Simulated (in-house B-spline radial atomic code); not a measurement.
# Cd³⁸⁺: excited configurations

Wanted: excitation energies of Cd³⁸⁺ as differences of total energies (ΔSCF).

Program: in-house B-spline radial atomic code version 1. Level of theory: Dirac-Hartree-Fock, average of configuration, Fermi nucleus, basis-set limit. These are calculated values, not measurements, unless marked.

**1. The atom as given**

```
element       : cadmium (Z = 48)
charge        : +38
electrons     : 10
configuration : [He] 2s2 2p6
Hamiltonian   : Dirac-Coulomb
nucleus       : Fermi, rms radius 4.609 fm
```

Outer shells as boxes (Hund's rule):

[He] 2s2 2p6
```
[He] core
2s [↑↓]
2p [↑↓][↑↓][↑↓]
```

Input settings:

```ini
Z = 48
electrons = 10.0
configuration = [He] 2s2 2p6
hamiltonian = dirac
method = hf
spin_polarised = False
nucleus = fermi
rms_radius = 4.6087
mass_number = 114
atomic_mass = 113.903364998
speed_of_light = 137.035999084
```

This reference run was done before. Its total energy is -4319.288539 hartree, and its levels are (the highest eight at most):

```
orbital  occupation  energy (eV)  <r> (bohr)
  1s1/2           2     -29256.1     0.03036
  2s1/2           2     -6303.73      0.1284
  2p1/2           2     -6041.91      0.1088
  2p3/2           4     -5840.22      0.1136
```

**2. [He] 2s1 2p6 4s1**

Input settings:

```ini
Z = 48
electrons = 10.0
configuration = [He] 2s1 2p6 4s1
hamiltonian = dirac
method = hf
spin_polarised = False
nucleus = fermi
rms_radius = 4.6087
mass_number = 114
atomic_mass = 113.903364998
speed_of_light = 137.035999084
```

**3. Configuration [He] 2s1 2p6 3s1**

The settings differ from step 2 so:

```diff
@@ -2,3 +2,3 @@
 electrons = 10.0
-configuration = [He] 2s1 2p6 4s1
+configuration = [He] 2s1 2p6 3s1
 hamiltonian = dirac
```

**4. Configuration [He] 2s1 2p6 5p1**

The settings differ from step 3 so:

```diff
@@ -2,3 +2,3 @@
 electrons = 10.0
-configuration = [He] 2s1 2p6 3s1
+configuration = [He] 2s1 2p6 5p1
 hamiltonian = dirac
```

**5. Run with [He] 2s2 2p5 4d1**

The settings differ from step 4 so:

```diff
@@ -2,3 +2,3 @@
 electrons = 10.0
-configuration = [He] 2s1 2p6 5p1
+configuration = [He] 2s2 2p5 4d1
 hamiltonian = dirac
```

**6. Run with [He] 2s1 2p6 6g1**

The settings differ from step 5 so:

```diff
@@ -2,3 +2,3 @@
 electrons = 10.0
-configuration = [He] 2s2 2p5 4d1
+configuration = [He] 2s1 2p6 6g1
 hamiltonian = dirac
```

How far above the reference does each configuration lie (order and size, in eV)?

As calculated:

| net move | configuration | energy above the reference (eV) | with Breit, QED, recoil (eV) | largest <r> (bohr) |
| --- | --- | --- | --- | --- |
| 2s → 3s | [He] 2s1 2p6 3s1 | 3701.78 | 3694.89 | 0.314 |
| 2p → 4d | [He] 2s2 2p5 4d1 | 4582.82 | 4576.05 | 0.526 |
| 2s → 4s | [He] 2s1 2p6 4s1 | 4885.71 | 4877.51 | 0.561 |
| 2s → 5p | [He] 2s1 2p6 5p1 | 5435.58 | 5426.80 | 0.898 |
| 2s → 6g | [He] 2s1 2p6 6g1 | 5725.84 | 5716.75 | 1.13 |

Quantum defects of the promoted electron, δ = n − ζ/√(−2ε) with ζ = 39 and ε its orbital energy in hartree:

| promotion | δ |
| --- | --- |
| 2s → 3s | 0.345 |
| 2p → 4d | 0.043 |
| 2s → 4s | 0.260 |
| 2s → 5p | 0.111 |
| 2s → 6g | 0.004 |

**Reading.** At the bottom stands 2s → 3s (3701.78 eV), at the top 2s → 6g (5725.84 eV). Of those tabulated, the defect is largest for 3s (0.34) and least for 6g (0.00); at this charge much of the defect is relativistic. Two partly filled shells share a symmetry and can mix in the average, which may lower the energy, for: 2s → 3s; 2s → 4s. These are averages over configurations, without correlation, not spectroscopic levels.
